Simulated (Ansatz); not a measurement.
**GeAsH5 (singlet): the correlation ladder, cc-pVDZ**

One table from this session's results is given with a row withheld; the runs are named, their logs left out.

Program: Ansatz 0.2.0, Gaussian basis. Level of theory: cc-pVDZ, core rule «outside noble gas», up to 28 orbitals frozen. These are calculated values, not measurements.

Plan: UHF; CCSD(T) on RHF; CCSD(T) on UHF; BCCD(T) on RHF; CISD; CCSDT(Q) on RHF; CCSDT(Q) on UHF.

6 further runs of the same task are left out: 6 set aside as unsound or not needed.

## The system

The geometry is a PBE0/def2-TZVP stationary point (not a proven minimum) of the parent state, kept for this charge and spin. No spin-orbit coupling is included. The filled d shell of Ge, As may be among the frozen orbitals whatever the setting's name suggests; the logs give the count.

7 atoms, charge 0, spin multiplicity 1.

Atoms are counted from 1 here; the program's logs count them from 0.

Bond lengths: Ge1–As2 2.414 Å, Ge1–H3 1.535 Å, Ge1–H4 1.537 Å, Ge1–H5 1.537 Å, As2–H6 1.679 Å, As2–H7 1.670 Å. Angles: As2–Ge1–H3 109.9°, As2–Ge1–H4 109.1°, As2–Ge1–H5 109.1°, H3–Ge1–H4 110.0°, H3–Ge1–H5 110.0°, H4–Ge1–H5 108.9°, Ge1–As2–H6 94.6°, Ge1–As2–H7 91.6°, H6–As2–H7 173.7°.

Coordinates:

```xyz
7

Ge    0.00000    0.00248    1.20821
As    0.00000   -0.00205   -1.20580
H     0.00000    1.44673    1.72716
H    -1.25051   -0.73640    1.71162
H     1.25051   -0.73640    1.71162
H     0.00000    1.67123   -1.34402
H     0.00000   -1.67153   -1.25058
```

The first run:

The input, in.yaml:

```yaml
crystal:
  periodic: [false, false, false]
  atoms:
    - {symbol: Ge, position_ang: [0.000000, 0.002482, 1.208209]}
    - {symbol: As, position_ang: [0.000000, -0.002052, -1.205799]}
    - {symbol: H, position_ang: [0.000000, 1.446730, 1.727162]}
    - {symbol: H, position_ang: [-1.250506, -0.736399, 1.711615]}
    - {symbol: H, position_ang: [1.250506, -0.736399, 1.711615]}
    - {symbol: H, position_ang: [0.000000, 1.671226, -1.344022]}
    - {symbol: H, position_ang: [0.000000, -1.671527, -1.250582]}
basis:
  gaussian: {orbitals: cc-pVDZ}
magnetization: {spin_polarized: true, initial_magnetization: 0}
hamiltonian: {xc: hf}
output: {orbitals: {seedname: orbitals}}
```

On the command line:

```console
> ansatz run in.yaml --threads 1 --pin off --events-out ev --progress --plain --max-ram 4096MiB --backend cpu
```

Among the steps run: UHF; CCSD(T) on RHF; CCSD(T) on UHF; BCCD(T) on RHF; CISD; CCSDT(Q) on RHF; CCSDT(Q) on UHF.

One of the session's tables, all rows but one given; the rest of the session is left out.

It belongs to the step «Misses and costs». 

| method | from RCCSDT(Q) (kJ/mol) |
| --- | --- |
| RHF | +751.8 |
| UHF | +677.7 |
| RMP2 | +152.6 |
| UMP2 | +150.3 |
| CISD | +106.8 |
| RCCSD | +26.5 |
| UCCSD | +21.6 |
| RCCSD(T) | +5.1 |
| UCCSD(T) | +2.0 |
| BCCD(T) | +5.1 |
| RCCSDT | ? |
| UCCSDT | -14.7 |
| RCCSDT(Q) | 0 |
| UCCSDT(Q) | -21.4 |

**Question.** Estimate the row for RCCSDT.

The run gave: from RCCSDT(Q) (kJ/mol): +1.7. In the column «from RCCSDT(Q) (kJ/mol)» it lies between RCCSDT(Q) (0) and UCCSD(T) (+2.0).

Caveats from the session: The determinant is far from a pure spin state, so its energy mixes those of several spin states (harmless only where they are near-degenerate, as at dissociation). The program flags UCCSD(T), UCCSDT(Q) as in doubt, so those rows may rest on another solution; read them beside their warnings. Warnings: restricted reference is unstable; spin contamination. Restricted and unrestricted rows rest on different reference determinants; where their highest levels disagree by more than a few hundredths of an eV, they describe different states and don't form one ladder.
